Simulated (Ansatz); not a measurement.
# WSe2: the cost of one run

Method: DFT PBE, scalar-relativistic, plane waves, PAW, in Ansatz 0.2.0.

1 further run of the same task is left out (it didn't finish).

**1. Starting point**

It takes space group P6_3/mmc (No. 194, hexagonal). The conventional cell has a = 3.290 Å, b = 3.290 Å, c = 12.970 Å, α = 90.00°, β = 90.00°, γ = 120.00°. Around W (site symmetry -6m2) lie 6 Se at 2.53 Å. Se (site symmetry 3m) is surrounded by 3 W at 2.53 Å.

Coordinates:

```
W Se
1.0
     9.87000    0.00000    0.00000
    -4.93500    8.54767    0.00000
     0.00000    0.00000   12.97000
W Se
18 36
Direct
  0.11111 0.22222 0.25000
  0.11111 0.55556 0.25000
  0.11111 0.88889 0.25000
  0.44444 0.22222 0.25000
  0.44444 0.55556 0.25000
  0.44444 0.88889 0.25000
  0.77778 0.22222 0.25000
  0.77778 0.55556 0.25000
  0.77778 0.88889 0.25000
  0.22222 0.11111 0.75000
  0.22222 0.44444 0.75000
  0.22222 0.77778 0.75000
  0.55556 0.11111 0.75000
  0.55556 0.44444 0.75000
  0.55556 0.77778 0.75000
  0.88889 0.11111 0.75000
  0.88889 0.44444 0.75000
  0.88889 0.77778 0.75000
  0.11111 0.22222 0.62100
  0.11111 0.55556 0.62100
  0.11111 0.88889 0.62100
  0.44444 0.22222 0.62100
  0.44444 0.55556 0.62100
  0.44444 0.88889 0.62100
  0.77778 0.22222 0.62100
  0.77778 0.55556 0.62100
  0.77778 0.88889 0.62100
  0.22222 0.11111 0.12100
  0.22222 0.44444 0.12100
  0.22222 0.77778 0.12100
  0.55556 0.11111 0.12100
  0.55556 0.44444 0.12100
  0.55556 0.77778 0.12100
  0.88889 0.11111 0.12100
  0.88889 0.44444 0.12100
  0.88889 0.77778 0.12100
  0.11111 0.22222 0.87900
  0.11111 0.55556 0.87900
  0.11111 0.88889 0.87900
  0.44444 0.22222 0.87900
  0.44444 0.55556 0.87900
  0.44444 0.88889 0.87900
  0.77778 0.22222 0.87900
  0.77778 0.55556 0.87900
  0.77778 0.88889 0.87900
  0.22222 0.11111 0.37900
  0.22222 0.44444 0.37900
  0.22222 0.77778 0.37900
  0.55556 0.11111 0.37900
  0.55556 0.44444 0.37900
  0.55556 0.77778 0.37900
  0.88889 0.11111 0.37900
  0.88889 0.44444 0.37900
  0.88889 0.77778 0.37900
```

The runs take a perfect supercell of 54 atoms; the defect goes to fractional position (0.333, 0.417, 0.500).

**2. The perfect supercell**

input.yaml

```yaml
crystal:
  lattice:
    - [9.87, 0.0, 0.0]
    - [-4.935, 8.547671, 0.0]
    - [0.0, 0.0, 12.97]
  atoms:
    - { symbol: W, position: [0.111111, 0.222222, 0.25] }
    - { symbol: W, position: [0.111111, 0.555556, 0.25] }
    - { symbol: W, position: [0.111111, 0.888889, 0.25] }
    - { symbol: W, position: [0.444444, 0.222222, 0.25] }
    - { symbol: W, position: [0.444444, 0.555556, 0.25] }
    - { symbol: W, position: [0.444444, 0.888889, 0.25] }
    - { symbol: W, position: [0.777778, 0.222222, 0.25] }
    - { symbol: W, position: [0.777778, 0.555556, 0.25] }
    - { symbol: W, position: [0.777778, 0.888889, 0.25] }
    - { symbol: W, position: [0.222222, 0.111111, 0.75] }
    - { symbol: W, position: [0.222222, 0.444444, 0.75] }
    - { symbol: W, position: [0.222222, 0.777778, 0.75] }
    - { symbol: W, position: [0.555556, 0.111111, 0.75] }
    - { symbol: W, position: [0.555556, 0.444444, 0.75] }
    - { symbol: W, position: [0.555556, 0.777778, 0.75] }
    - { symbol: W, position: [0.888889, 0.111111, 0.75] }
    - { symbol: W, position: [0.888889, 0.444444, 0.75] }
    - { symbol: W, position: [0.888889, 0.777778, 0.75] }
    - { symbol: Se, position: [0.111111, 0.222222, 0.621] }
    - { symbol: Se, position: [0.111111, 0.555556, 0.621] }
    - { symbol: Se, position: [0.111111, 0.888889, 0.621] }
    - { symbol: Se, position: [0.444444, 0.222222, 0.621] }
    - { symbol: Se, position: [0.444444, 0.555556, 0.621] }
    - { symbol: Se, position: [0.444444, 0.888889, 0.621] }
    - { symbol: Se, position: [0.777778, 0.222222, 0.621] }
    - { symbol: Se, position: [0.777778, 0.555556, 0.621] }
    - { symbol: Se, position: [0.777778, 0.888889, 0.621] }
    - { symbol: Se, position: [0.222222, 0.111111, 0.121] }
    - { symbol: Se, position: [0.222222, 0.444444, 0.121] }
    - { symbol: Se, position: [0.222222, 0.777778, 0.121] }
    - { symbol: Se, position: [0.555556, 0.111111, 0.121] }
    - { symbol: Se, position: [0.555556, 0.444444, 0.121] }
    - { symbol: Se, position: [0.555556, 0.777778, 0.121] }
    - { symbol: Se, position: [0.888889, 0.111111, 0.121] }
    - { symbol: Se, position: [0.888889, 0.444444, 0.121] }
    - { symbol: Se, position: [0.888889, 0.777778, 0.121] }
    - { symbol: Se, position: [0.111111, 0.222222, 0.879] }
    - { symbol: Se, position: [0.111111, 0.555556, 0.879] }
    - { symbol: Se, position: [0.111111, 0.888889, 0.879] }
    - { symbol: Se, position: [0.444444, 0.222222, 0.879] }
    - { symbol: Se, position: [0.444444, 0.555556, 0.879] }
    - { symbol: Se, position: [0.444444, 0.888889, 0.879] }
    - { symbol: Se, position: [0.777778, 0.222222, 0.879] }
    - { symbol: Se, position: [0.777778, 0.555556, 0.879] }
    - { symbol: Se, position: [0.777778, 0.888889, 0.879] }
    - { symbol: Se, position: [0.222222, 0.111111, 0.379] }
    - { symbol: Se, position: [0.222222, 0.444444, 0.379] }
    - { symbol: Se, position: [0.222222, 0.777778, 0.379] }
    - { symbol: Se, position: [0.555556, 0.111111, 0.379] }
    - { symbol: Se, position: [0.555556, 0.444444, 0.379] }
    - { symbol: Se, position: [0.555556, 0.777778, 0.379] }
    - { symbol: Se, position: [0.888889, 0.111111, 0.379] }
    - { symbol: Se, position: [0.888889, 0.444444, 0.379] }
    - { symbol: Se, position: [0.888889, 0.777778, 0.379] }
basis:
  ecutwfc: 420
  fft_grid_basis: typed
kpoints:
  mp_grid: { grid: [3, 3, 1] }
hamiltonian:
  xc: pbe
  pseudopotentials: { kind: paw }
scf:
  occupations: { method: gaussian, width: 0.05 }
output:
  forces: true
  stress: false
  eigenvalues: true
  bader: false
  write_density: true
  volumetric_format: npy
```

On the command line:

```
> ansatz run input.yaml --threads 8 --pin off --max-ram 16384MiB --backend cpu --events-out ev --progress --plain --runs-dir out
```

What time and memory should one allow on 8 threads of Arm Neoverse N1, shared host?

About 35 s, with a peak of 6.5 GiB.
